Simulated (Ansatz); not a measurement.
# C₂H₈OSSi: up Jacob's ladder to CCSD(T), part 2 of 2

Ansatz 0.2.0, Gaussian basis; functionals in def2-TZVPP, the program's frozen cores in correlated methods. Earlier steps stand in the parts before.

### 17 ωB97M-V (range-separated)

The input, in.yaml:

```yaml
crystal:
  periodic: [false, false, false]
  atoms:
    - {symbol: C, position_ang: [-1.458353, 0.763288, 1.352323]}
    - {symbol: O, position_ang: [-0.544066, 1.242139, 0.390507]}
    - {symbol: Si, position_ang: [1.019759, 0.752975, 0.322092]}
    - {symbol: S, position_ang: [1.233627, -1.331128, -0.005787]}
    - {symbol: C, position_ang: [0.502588, -1.445439, -1.666706]}
    - {symbol: H, position_ang: [-1.550720, -0.326977, 1.306581]}
    - {symbol: H, position_ang: [-1.152305, 1.044275, 2.366343]}
    - {symbol: H, position_ang: [-2.432348, 1.209717, 1.146496]}
    - {symbol: H, position_ang: [1.594771, 1.527685, -0.801510]}
    - {symbol: H, position_ang: [1.726423, 0.994330, 1.607778]}
    - {symbol: H, position_ang: [0.556310, -2.491527, -1.965809]}
    - {symbol: H, position_ang: [1.064961, -0.842865, -2.379678]}
    - {symbol: H, position_ang: [-0.540147, -1.131174, -1.657830]}
basis:
  gaussian: {orbitals: def2-TZVPP}
hamiltonian: {xc: {name: wB97M-V}}
output: {forces: true, orbitals: {seedname: orbitals}}
```

Command:

```
$ ansatz run in.yaml --threads 2 --pin off --events-out ev --progress --plain --max-ram 32768MiB --backend cuda --devices 0, --max-vram 18GiB
```

Standard output (excerpt; [...] marks lines left out):

```text
Functional definition: wB97M-V
  name "wB97M-V"
  cite "Mardirossian & Head-Gordon, J. Chem. Phys. 144, 214110 (2016) doi:10.1063/1.4952647"
  cite "Becke, J. Chem. Phys. 107, 8554 (1997) doi:10.1063/1.475007"
  cite "Vydrov & Van Voorhis, J. Chem. Phys. 133, 244103 (2010) doi:10.1063/1.3521275"
  # Of w^i u^j: cxij and so on, Table III.
[...]
  gx(w, u) = 1 - cx + cx01*u + cx10*w
[...]
Atom 9 at     1.726423     0.994330     1.607778 Å, force    -0.087488    -0.022933    -0.140244 eV/Å
Atom 10 at     0.556310    -2.491527    -1.965809 Å, force    -0.014420     0.097496     0.008548 eV/Å
Atom 11 at     1.064961    -0.842865    -2.379678 Å, force    -0.054436    -0.050068     0.051469 eV/Å
Atom 12 at    -0.540147    -1.131174    -1.657830 Å, force     0.082004    -0.025227    -0.012281 eV/Å
Dipole moment:    -0.227568    -0.050264    -0.071479 e Å
```

Wall time 17 s (1 × H100 (card shared with other runs) with 2 threads of AMD EPYC 7R13, shared host); peak host memory 0.9 GiB.

Atomisation energy: 48.822 eV (free atoms -22916.506 eV, run apart). HOMO -9.26 eV, LUMO 2.16 eV.

### 18 B2PLYP (double hybrid)

Edit in.yaml of step 17 so:

```diff
@@ -18,3 +18,2 @@
   gaussian: {orbitals: def2-TZVPP}
-hamiltonian: {xc: {name: wB97M-V}}
-output: {forces: true, orbitals: {seedname: orbitals}}
+hamiltonian: {xc: {name: B2PLYP}}
```

The command is unchanged.

Standard output (excerpt; [...] marks lines left out):

```text
Functional definition: B2PLYP
  name "B2PLYP"
  cite "Grimme, J. Chem. Phys. 124, 034108 (2006) doi:10.1063/1.2148954"
  cite "Becke, Phys. Rev. A 38, 3098 (1988) doi:10.1103/PhysRevA.38.3098"
  cite "Lee, Yang & Parr, Phys. Rev. B 37, 785 (1988) doi:10.1103/PhysRevB.37.785"
[...]
1673 factors; integrals over basis functions are off by at most 1.2e-3 eV
[...]
mean field -22950.41229388 eV, -843.4120954519 hartree, gradient 1.9e-6 eV, S^2 0.000000; 0 other end points of the search recorded, 0 dependent functions left out
13 core orbitals not correlated: weight in the atoms' cores, before any rotation towards them, 1.000 or more for the frozen orbitals, at most 0.000 for the correlated occupied ones
reference -22950.41248512 eV, -843.4121024799 hartree; 16, 16 occupied and 260, 260 virtual orbitals, 1673 factors
second order -29.40449523 eV of doubles, -0.00000000 eV of singles
Total energy: -22958.35169883 eV, -843.7038632024 hartree
```

It took 12 s on 1 × H100 (card shared with other runs) with 2 threads of AMD EPYC 7R13, shared host; peak host memory 1.2 GiB.

With the free atoms at this level, -22910.317 eV in sum, the atomisation energy is 48.035 eV.

### 19 PBE-QIDH (double hybrid)

Edit in.yaml of step 18 so:

```diff
@@ -18,2 +18,2 @@
   gaussian: {orbitals: def2-TZVPP}
-hamiltonian: {xc: {name: B2PLYP}}
+hamiltonian: {xc: {name: PBE-QIDH}}
```

The command is unchanged.

Standard output (excerpt; [...] marks lines left out):

```text
Functional definition: PBE-QIDH
  name "PBE-QIDH"
  cite "Brémond, Sancho-García, Pérez-Jiménez & Adamo, J. Chem. Phys. 141, 031101 (2014) doi:10.1063/1.4890314"
  cite "Perdew, Burke & Ernzerhof, Phys. Rev. Lett. 77, 3865 (1996) doi:10.1103/PhysRevLett.77.3865"
[...]
1673 factors; integrals over basis functions are off by at most 1.2e-3 eV
[...]
mean field -22942.27266492 eV, -843.1129696050 hartree, gradient 4.4e-6 eV, S^2 0.000000; 0 other end points of the search recorded, 0 dependent functions left out
13 core orbitals not correlated: weight in the atoms' cores, before any rotation towards them, 1.000 or more for the frozen orbitals, at most 0.000 for the correlated occupied ones
reference -22942.27267888 eV, -843.1129701179 hartree; 16, 16 occupied and 260, 260 virtual orbitals, 1673 factors
second order -27.31138520 eV of doubles, -0.00000000 eV of singles
Total energy: -22951.37647395 eV, -843.4475284159 hartree
```

Run time: 16 s. Hardware: 1 × H100 (card shared with other runs) with 2 threads of AMD EPYC 7R13, shared host; peak host memory 1.2 GiB.

With the free atoms at this level, -22903.120 eV in sum, the atomisation energy is 48.256 eV.

### 20 Frontier levels by functional

Dipoles come from the runs that computed forces. Levels, from each run's orbital file:

```tsv
functional	HOMO (eV)	LUMO (eV)	gap (eV)	dipole (D)
LDA (SPW92)	-5.97	-0.73	5.23	
PBE-D4	-5.85	-0.52	5.33	1.21
revPBE-D4	-5.80	-0.42	5.38	
BLYP-D4	-5.68	-0.40	5.28	
r2SCAN-D4	-6.10	-0.18	5.93	1.25
B97M-V	-6.24	-0.34	5.90	
PBE0-D4	-7.06	0.41	7.47	
B3LYP-D4	-6.81	0.17	6.98	1.16
r2SCANh-D4	-6.55	0.16	6.71	
r2SCAN0-D4	-7.23	0.63	7.86	
HSE06-D4	-6.66	0.03	6.69	
BHLYP-D4	-8.13	1.30	9.43	
CAM-B3LYP-D4	-8.37	1.42	9.79	
LC-ωPBE	-9.77	2.64	12.42	
ωB97X-V	-9.42	2.46	11.88	
ωB97M-V	-9.26	2.16	11.42	1.17
```

### 21 CCSD(T) in def2-SVP

Edit in.yaml of step 19 so:

```diff
@@ -17,3 +17,3 @@
 basis:
-  gaussian: {orbitals: def2-TZVPP}
-hamiltonian: {xc: {name: PBE-QIDH}}
+  gaussian: {orbitals: def2-SVP}
+correlation: {method: ccsd_t}
```

Command:

```
$ ansatz run in.yaml --threads 2 --pin off --events-out ev --progress --plain --max-ram 32768MiB --backend cpu
```

Standard output (excerpt; [...] marks lines left out):

```text
Functional definition: HF
  name "HF"
  cite "Fock, Z. Phys. 61, 126 (1930) doi:10.1007/BF01340294"
  parent pbe
[...]
1159 factors; integrals over basis functions are off by at most 1.2e-3 eV
[...]
mean field -22896.72438328 eV, -841.4391011284 hartree, gradient 2.2e-6 eV, S^2 0.000000; 0 other end points of the search recorded, 0 dependent functions left out
13 core orbitals not correlated: weight in the atoms' cores, before any rotation towards them, 1.000 or more for the frozen orbitals, at most 0.000 for the correlated occupied ones
reference -22896.72438328 eV, -841.4391011284 hartree; 16, 16 occupied and 89, 89 virtual orbitals, 1159 factors
second order -19.05018817 eV of doubles, -0.00000000 eV of singles
cycle   1  -20.13986925 eV  change    -1.1e0 eV  update   9.9e-2
[...]
cycle   9  -20.79771359 eV  change   -4.4e-6 eV  update   1.5e-5
perturbative correction -0.55869273 eV, -0.0205315791 hartree
Total energy: -22918.08078960 eV, -842.2239345848 hartree
```

Run time: 10 s. Hardware: 2 threads of AMD EPYC 7R13, shared host.

### 22 CCSD(T) in def2-TZVPP

Edit in.yaml of step 21 so:

```diff
@@ -17,3 +17,4 @@
 basis:
-  gaussian: {orbitals: def2-SVP}
+  gaussian: {orbitals: def2-TZVPP}
 correlation: {method: ccsd_t}
+output: {orbitals: {seedname: orbitals}}
```

Command:

```
$ ansatz run in.yaml --threads 2 --pin off --events-out ev --progress --plain --max-ram 32768MiB --backend cuda --devices 0, --max-vram 18GiB
```

Standard output (excerpt; [...] marks lines left out):

```text
Functional definition: HF
  name "HF"
  cite "Fock, Z. Phys. 61, 126 (1930) doi:10.1007/BF01340294"
  parent pbe
[...]
1673 factors; integrals over basis functions are off by at most 1.2e-3 eV
[...]
mean field -22908.45774628 eV, -841.8702942653 hartree, gradient 3.7e-6 eV, S^2 0.000000; 0 other end points of the search recorded, 0 dependent functions left out
13 core orbitals not correlated: weight in the atoms' cores, before any rotation towards them, 1.000 or more for the frozen orbitals, at most 0.000 for the correlated occupied ones
reference -22908.45774628 eV, -841.8702942653 hartree; 16, 16 occupied and 260, 260 virtual orbitals, 1673 factors
second order -24.21031126 eV of doubles, -0.00000000 eV of singles
cycle   1  -25.01788667 eV  change   -8.1e-1 eV  update   1.1e-1
[...]
cycle   9  -25.75927013 eV  change   -2.2e-5 eV  update   2.3e-5
perturbative correction -1.01986524 eV, -0.0374793564 hartree
Total energy: -22935.23688165 eV, -842.8544093387 hartree
```

It took 20 s on 1 × H100 (card shared with other runs) with 2 threads of AMD EPYC 7R13, shared host; peak host memory 0.82 GiB.

### 23 MP2 in def2-QZVPP

Edit in.yaml of step 22 so:

```diff
@@ -17,4 +17,3 @@
 basis:
-  gaussian: {orbitals: def2-TZVPP}
-correlation: {method: ccsd_t}
-output: {orbitals: {seedname: orbitals}}
+  gaussian: {orbitals: "def2-QZVPP.json"}
+correlation: {method: mp2}
```

The command is unchanged.

Standard output (excerpt; [...] marks lines left out):

```text
Functional definition: HF
  name "HF"
  cite "Fock, Z. Phys. 61, 126 (1930) doi:10.1007/BF01340294"
  parent pbe
[...]
3257 factors; integrals over basis functions are off by at most 9.6e-4 eV
[...]
mean field -22909.22450536 eV, -841.8984721418 hartree, gradient 2.3e-6 eV, S^2 0.000000; 0 other end points of the search recorded, 0 dependent functions left out
13 core orbitals not correlated: weight in the atoms' cores, before any rotation towards them, 1.000 or more for the frozen orbitals, at most 0.000 for the correlated occupied ones
reference -22909.22450536 eV, -841.8984721418 hartree; 16, 16 occupied and 522, 522 virtual orbitals, 3257 factors
second order -26.04355670 eV of doubles, -0.00000000 eV of singles
Total energy: -22935.26806206 eV, -842.8555551977 hartree
```

Run time: 16 s. Hardware: 1 × H100 (card shared with other runs) with 2 threads of AMD EPYC 7R13, shared host; peak host memory 1.1 GiB.

Energy pieces by basis (eV):

```tsv
basis	HF	MP2 correlation	CCSD correlation	(T)	total
def2-SVP	-22896.7244	-19.0502	-20.7977	-0.5587	-22918.0808
def2-TZVPP	-22908.4577	-24.2103	-25.7593	-1.0199	-22935.2369
def2-QZVPP	-22909.2245	-26.0436			-22935.2681 (MP2)
```

The report of the def2-TZVPP run gives T1 = 0.0111.

### 24 The basis-set limit

No new run: Hartree-Fock is extrapolated as exp(−7.88√X) and correlation as X^−2.97, with X = 3 and 4; only MP2 was run in the larger set, so CCSD(T) minus MP2 is added from the smaller one.

```tsv
level	energy at the limit (eV)
HF	-22909.3301
MP2	-22936.7316
CCSD	-22938.2806
CCSD(T)	-22939.3005
```

### 25 RPA on PBE orbitals

Edit in.yaml of step 23 so:

```diff
@@ -17,3 +17,4 @@
 basis:
-  gaussian: {orbitals: "def2-QZVPP.json"}
-correlation: {method: mp2}
+  gaussian: {orbitals: def2-TZVPP}
+hamiltonian: {xc: pbe}
+correlation: {method: rpa}
```

Same command.

Standard output (excerpt; [...] marks lines left out):

```text
Functional definition: PBE
  name "PBE"
  cite "Perdew, Burke & Ernzerhof, Phys. Rev. Lett. 77, 3865 (1996) doi:10.1103/PhysRevLett.77.3865"
  parent pbe
[...]
1673 factors; integrals over basis functions are off by at most 1.2e-3 eV
[...]
mean field -22954.34093800 eV, -843.5564704605 hartree, gradient 3.7e-6 eV, S^2 0.000000; 0 other end points of the search recorded, 0 dependent functions left out
13 core orbitals not correlated: weight in the atoms' cores, before any rotation towards them, 1.000 or more for the frozen orbitals, at most 0.000 for the correlated occupied ones
reference -22906.71738159 eV, -841.8063370427 hartree; 16, 16 occupied and 260, 260 virtual orbitals, 1673 factors
Total energy: -22947.60205237 eV, -843.3088209813 hartree
```

Wall time 15 s (1 × H100 (card shared with other runs) with 2 threads of AMD EPYC 7R13, shared host); peak host memory 1.3 GiB.

RPA correlation: -40.885 eV. No RPA run of the hydrogen atom was made, so RPA has no atomisation energy below.

### 26 The ladder

Atomisation energy = energies of 2 C, 1 O, 1 Si, 1 S, 8 H (separate runs, same level) minus the molecule's; electronic only, no spin-orbit term.

Differences are taken before rounding.

```tsv
method	rung	atoms, summed (eV)	atomisation energy (eV)	from CCSD(T)/CBS (eV)	time
LDA (SPW92)	LDA	-22808.698	55.137	+6.429	9 s (GPU)
PBE-D4	GGA	-22905.451	49.187	+0.479	10 s (GPU)
revPBE-D4	GGA	-22916.133	48.163	-0.545	11 s (GPU)
BLYP-D4	GGA	-22918.852	48.363	-0.345	9.5 s (GPU)
r2SCAN-D4	meta-GGA	-22916.038	48.729	+0.020	15 s (GPU)
B97M-V	meta-GGA	-22914.410	48.797	+0.089	14 s (GPU)
PBE0-D4	hybrid	-22908.201	48.544	-0.164	12 s (GPU)
B3LYP-D4	hybrid	-22921.700	48.583	-0.125	11 s (GPU)
r2SCANh-D4	hybrid	-22916.008	48.479	-0.229	11 s (GPU)
r2SCAN0-D4	hybrid	-22915.978	48.126	-0.582	11 s (GPU)
HSE06-D4	hybrid	-22907.538	48.576	-0.133	13 s (GPU)
BHLYP-D4	hybrid	-22919.034	47.442	-1.266	13 s (GPU)
CAM-B3LYP-D4	range-separated	-22918.557	48.769	+0.061	8.5 s (GPU)
LC-ωPBE	range-separated	-22912.280	48.229	-0.479	8.5 s (GPU)
ωB97X-V	range-separated	-22915.560	48.844	+0.136	16 s (GPU)
ωB97M-V	range-separated	-22916.506	48.822	+0.114	17 s (GPU)
B2PLYP	double hybrid	-22910.317	48.035	-0.673	12 s (GPU)
PBE-QIDH	double hybrid	-22903.120	48.256	-0.452	16 s (GPU)
HF/def2-TZVPP	wavefunction	-22872.582	35.875	-12.833	
MP2/def2-TZVPP	wavefunction	-22884.731	47.937	-0.771	
CCSD/def2-TZVPP	wavefunction	-22887.431	46.786	-1.922	
CCSD(T)/def2-SVP	wavefunction	-22872.421	45.660	-3.048	10 s
CCSD(T)/def2-TZVPP	wavefunction	-22887.816	47.421	-1.287	20 s (GPU)
MP2/CBS	wavefunction	-22887.508	49.224	+0.516	
CCSD(T)/CBS	wavefunction	-22890.592	48.708	0	36 s (GPU)
```

Some runs used a GPU and others CPU threads alone; cost is compared among the GPU runs only.

Among the levels timed on like hardware and quicker than the yardstick, those that no quicker one beats, quickest first: LC-ωPBE (8.5 s, -0.479 eV); CAM-B3LYP-D4 (8.5 s, +0.061 eV); r2SCAN-D4 (15 s, +0.020 eV).

LDA (SPW92), LC-ωPBE, B2PLYP, PBE-QIDH carry no dispersion term (for B3LYP, D4 adds 0.478 eV).

Times are those of the molecule's run; HF, MP2 and CCSD come out of the CCSD(T) runs, and the limit's time is the sum of the runs that it needs.

### 27 Summary of results

This closing draws on all 2 parts.

| quantity | value |
| --- | --- |
| atomisation energy, CCSD(T)/CBS | 48.708 eV |
| functionals within 0.244 eV (0.5 %) | r2SCAN-D4, B97M-V, PBE0-D4, B3LYP-D4, r2SCANh-D4, HSE06-D4, CAM-B3LYP-D4, ωB97X-V, ωB97M-V |
| farthest beyond LDA | BHLYP-D4 (-1.266 eV) |
| mean size of error, GGA | 0.456 eV |
| mean size of error, meta-GGA | 0.055 eV |
| mean size of error, hybrid | 0.416 eV |
| mean size of error, range-separated | 0.197 eV |
| mean size of error, double hybrid | 0.563 eV |
| gap, smallest and largest | 5.23 eV (LDA (SPW92)), 12.42 eV (LC-ωPBE) |
| T1 diagnostic | 0.0111 |
| triples share of the correlation energy | 3.8 % |

In words: The LDA atomisation energy is off by 6.429 eV (13 %): it overbinds. PBE-D4 is off by +0.479 eV. Double hybrids carry the basis error of their MP2 part in triple zeta, and no dispersion term here, so their miss is partly the set-up's. The rungs meta-GGA, range-separated miss on average by less than the doubt on the reference (0.244 eV), so they tie. The reference freezes the cores and leaves out relativity and excitations past (T), so misses under about 0.244 eV can't be ranked. Hartree-Fock recovers 74 % of the binding; the rest is correlation. CCSD(T) in def2-SVP is off by -3.048 eV, more than most functionals: a good method in a small basis is no reference. The gap grows from 5.2 to 12.4 eV across the functionals, mostly with the share of exact exchange.

r2SCAN-D4 reaches 0.020 eV from the reference in 15 s, where CCSD(T)/CBS took 36 s; the quickest level in the cost chart, LC-ωPBE, takes 8.5 s and misses by 0.479 eV.
